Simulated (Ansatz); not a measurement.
Working through energies of removing a hydrogen of C₂H₄AlClS, SMILES [AlH2][CH](Cl)C=S

Computed with Ansatz's Python interface.

Typed at the interpreter:
```pycon
>>> from dataclasses import dataclass
>>> import ansatz as az
>>> from ase import Atoms
>>> @dataclass(frozen=True)
... class Options:
...     basis: str = 'def2-SVP'
...     xc: str = 'r2scan0'
...
>>> opts = Options()
>>> def energy_of(molecule, charge=0, unpaired=0):
...     calc = (
...         molecule.calculation()
...         .basis(gaussian=opts.basis)
...         .functional(opts.xc)
...     )
...     if charge:
...         calc = calc.charge(charge)
...     if unpaired:
...         calc = calc.spin('collinear', total=unpaired)
...     return calc.run(threads=1).report['free_energy_ev']
...
>>> def without(molecule, index):
...     rest = az.Crystal.molecule()
...     for i, site in enumerate(molecule.cartesian_sites):
...         if i != index:
...             rest = rest.atom(site.symbol, site.position_ang)
...     return rest
...
>>> atoms = Atoms(['Al', 'C', 'Cl', 'C', 'S', 'H', 'H', 'H', 'H'], positions=[
...     (-0.2784, 0.8317, -1.2588),
...     (0.0786, -0.6532, -0.0511),
...     (1.6819, -1.2578, -0.4311),
...     (0.0951, -0.1848, 1.3761),
...     (-0.4953, -1.0639, 2.3892),
...     (-1.7394, 1.6306, -1.1752),
...     (0.7939, 1.3751, -2.3186),
...     (-0.6223, -1.4339, -0.2667),
...     (0.5743, 0.7098, 1.719),
... ])
>>> mol = az.Crystal.molecule_from_ase(atoms)
>>> whole = energy_of(mol, 0)

>>> hydrogen = energy_of(az.Crystal.molecule().atom('H', (0, 0, 0)), 0, 1)
>>> print(f'E(molecule) = {whole:.5f} eV, E(H) = {hydrogen:.5f} eV')
E(molecule) = -32076.51092 eV, E(H) = -13.58464 eV
>>> for index in [6, 7, 8]:
...     radical = energy_of(without(mol, index), 0, 1)
...     print(f'H{index}: homolysis {96.485332 * (radical + hydrogen - whole):.1f} kJ/mol')
...
H6: homolysis 349.3 kJ/mol
H7: homolysis 412.3 kJ/mol
H8: homolysis 383.1 kJ/mol
```

Caveats:
- These settings explore the input space; basis and method may be short of convergence.
- The geometry is a force-field or estimated start, not a minimum of this method, and the basis set is short of its limit. All parts are taken at fixed geometry, without zero-point energy.
- Hardware and time: 69 s on 1 thread of Arm Neoverse V1, on a shared host, peak memory 0.41 GiB.

(Lines on the test bed's own set-up are left out of the output.)
